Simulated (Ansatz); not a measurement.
# BH₂SOF (SMILES OB(F)S): functionals against CCSD(T) at one geometry

The atoms stand at a structure displaced at random from a GFN2-xTB minimum. How far do the functionals agree with CCSD(T) there?

Method: single points in def2-TZVPP; program: Ansatz 0.2.0, Gaussian basis.

Correlated methods freeze the cores.

### 1 Where the work starts

SMILES `OB(F)S`, 6 atoms, charge 0, spin multiplicity 1.

Atoms are counted from 1 here; the program's logs count them from 0.

Bond lengths: O1–B2 1.284 Å, O1–H5 0.960 Å, B2–F3 1.331 Å, B2–S4 1.795 Å, S4–H6 1.365 Å. Angles: B2–O1–H5 116.8°, O1–B2–F3 123.5°, O1–B2–S4 122.0°, F3–B2–S4 114.5°, B2–S4–H6 96.1°.

Coordinates:

```xyz
6
charge 0, multiplicity 1
O     1.3002    0.6547   -0.1239
B     0.2001    0.0013   -0.0137
F     0.1430   -1.3157    0.1686
S    -1.3978    0.8186   -0.0335
H     2.1129    0.1442   -0.0911
H    -2.1418   -0.3111    0.1492
```

### 2 CCSD(T)/def2-TZVPP

run/in.yaml reads:

```yaml
crystal:
  periodic: [false, false, false]
  atoms:
    - {symbol: O, position_ang: [1.300200, 0.654700, -0.123900]}
    - {symbol: B, position_ang: [0.200100, 0.001300, -0.013700]}
    - {symbol: F, position_ang: [0.143000, -1.315700, 0.168600]}
    - {symbol: S, position_ang: [-1.397800, 0.818600, -0.033500]}
    - {symbol: H, position_ang: [2.112900, 0.144200, -0.091100]}
    - {symbol: H, position_ang: [-2.141800, -0.311100, 0.149200]}
basis:
  gaussian: {orbitals: def2-TZVPP}
correlation: {method: ccsd_t}
output: {forces: true}
```

No record of the launch command was kept for these runs.

### 3 PBE0-D4/def2-TZVPP

Changes to run/in.yaml since step 2:

```diff
@@ -11,3 +11,3 @@
   gaussian: {orbitals: def2-TZVPP}
-correlation: {method: ccsd_t}
-output: {forces: true}
+hamiltonian: {xc: pbe0, dispersion: d4}
+output: {forces: true, orbitals: {seedname: orbitals}}
```

### 4 wB97M-V/def2-TZVPP

Changes to run/in.yaml since step 3:

```diff
@@ -11,3 +11,3 @@
   gaussian: {orbitals: def2-TZVPP}
-hamiltonian: {xc: pbe0, dispersion: d4}
-output: {forces: true, orbitals: {seedname: orbitals}}
+hamiltonian: {xc: {name: wB97M-V}}
+output: {forces: true}
```

### 5 r2SCAN-D4/def2-TZVPP

Changes to run/in.yaml since step 4:

```diff
@@ -11,3 +11,3 @@
   gaussian: {orbitals: def2-TZVPP}
-hamiltonian: {xc: {name: wB97M-V}}
+hamiltonian: {xc: r2scan, dispersion: d4}
 output: {forces: true}
```

### 6 PBE-D4/def2-TZVPP

Changes to run/in.yaml since step 5:

```diff
@@ -11,3 +11,3 @@
   gaussian: {orbitals: def2-TZVPP}
-hamiltonian: {xc: r2scan, dispersion: d4}
+hamiltonian: {xc: pbe, dispersion: d4}
 output: {forces: true}
```

### 7 wB97X-V/def2-TZVPP

Changes to run/in.yaml since step 6:

```diff
@@ -11,3 +11,3 @@
   gaussian: {orbitals: def2-TZVPP}
-hamiltonian: {xc: pbe, dispersion: d4}
+hamiltonian: {xc: {name: wB97X-V}}
 output: {forces: true}
```

### 8 CAM-B3LYP-D4/def2-TZVPP

Changes to run/in.yaml since step 7:

```diff
@@ -11,3 +11,3 @@
   gaussian: {orbitals: def2-TZVPP}
-hamiltonian: {xc: {name: wB97X-V}}
+hamiltonian: {xc: {name: CAM-B3LYP}, dispersion: d4}
 output: {forces: true}
```

(Steps that only read results are left out.)

What does the calculation give? Wanted: energy less free atoms, CCSD(T)/def2-TZVPP; RMS force component; RMS force error; HOMO and LUMO, PBE0-D4; T1 diagnostic.

The runs gave:

| quantity | value |
| --- | --- |
| energy less free atoms, CCSD(T)/def2-TZVPP | -560.5 kcal/mol |
| RMS force component | 1.109 to 1.273 eV/Å over the methods |
| RMS force error | PBE0-D4 0.140, wB97M-V 0.101, r2SCAN-D4 0.108, PBE-D4 0.244, wB97X-V 0.087, CAM-B3LYP-D4 0.186 eV/Å |
| HOMO and LUMO, PBE0-D4 | -7.73 and 0.32 eV |
| T1 diagnostic | 0.012 |

**Reading.** Against CCSD(T) the functionals' energies less atoms differ by -31.8 to -16.8 kcal/mol, PBE-D4 by -31.8 kcal/mol. CCSD(T) in triple zeta still lacks some correlation energy of the bonds, so part of these gaps is its own basis error and they don't rank the functionals. On forces the order runs from wB97X-V to PBE-D4. Frozen-core CCSD(T) forces in triple zeta carry basis errors of their own, and this is one geometry, so small gaps rank nothing.
